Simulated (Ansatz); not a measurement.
# ScZn3: the cost of one run

Computed with Ansatz 0.2.0 (reference: DFT r2SCAN, plane waves, PAW, scalar-relativistic, no spin polarisation, unless a step's input says otherwise).

## Step 1: The system as given

Symmetry: P6_3/mmc, No. 194, hexagonal system. The conventional cell has a = 5.585 Å, b = 5.585 Å, c = 4.282 Å, α = 90.00°, β = 90.00°, γ = 120.00°. Around Sc (site symmetry -6m2) lie 12 Zn at 2.68 to 2.79 Å. Around Zn (site symmetry mm2) lie 4 Sc at 2.68 to 2.79 Å and 8 Zn at 2.68 to 2.80 Å.

Coordinates:

```xyz
8
Lattice="2.7924 4.8366 0.0000 -2.7924 4.8366 0.0000 0.0000 0.0000 4.2817" Properties=species:S:1:pos:R:3 pbc="T T T"
Sc   -0.0003    3.2245    1.0704
Sc   -0.0003    6.4486    3.2113
Zn    0.0000    8.0577    1.0704
Zn   -1.3934    4.0289    3.2113
Zn   -1.3934    5.6443    1.0704
Zn    0.0000    1.6154    3.2113
Zn    1.3934    5.6443    1.0704
Zn    1.3934    4.0289    3.2113
```

## Step 2: Reference

Input file input.yaml:

```yaml
crystal:
  lattice:
    - [2.792397, 4.836572, 0.0]
    - [-2.792397, 4.836572, 0.0]
    - [0.0, 0.0, 4.281675]
  atoms:
    - { symbol: Sc, position: [0.3333, 0.3334, 0.25] }
    - { symbol: Sc, position: [0.6666, 0.6667, 0.75] }
    - { symbol: Zn, position: [0.833, 0.833, 0.25] }
    - { symbol: Zn, position: [0.167, 0.666, 0.75] }
    - { symbol: Zn, position: [0.334, 0.833, 0.25] }
    - { symbol: Zn, position: [0.167, 0.167, 0.75] }
    - { symbol: Zn, position: [0.833, 0.334, 0.25] }
    - { symbol: Zn, position: [0.666, 0.167, 0.75] }
  symmetry: { tolerance: 0.0003 }
kpoints:
  mp_grid: { grid: [4, 4, 4], shift: [0, 0, 0] }
magnetization:
  spin_polarized: false
scf:
  occupations: { method: fermi_dirac }
hamiltonian:
  pseudopotentials: { kind: paw }
  xc: r2scan
basis:
  ecutwfc: 500
output:
  forces: true
  stress: true
  eigenvalues: true
  write_density: true
  write_potential: true
  elf: true
  volumetric_format: npy
```

Run with:

```sh
$ ansatz run input.yaml --threads 1 --pin off --max-ram 2560MiB --backend cpu --events-out ev --progress --plain --runs-dir out
```

Q: Estimate wall time and peak memory on 1 thread of Arm Neoverse V1, shared host.

About 21 s, with a peak of 0.69 GiB.
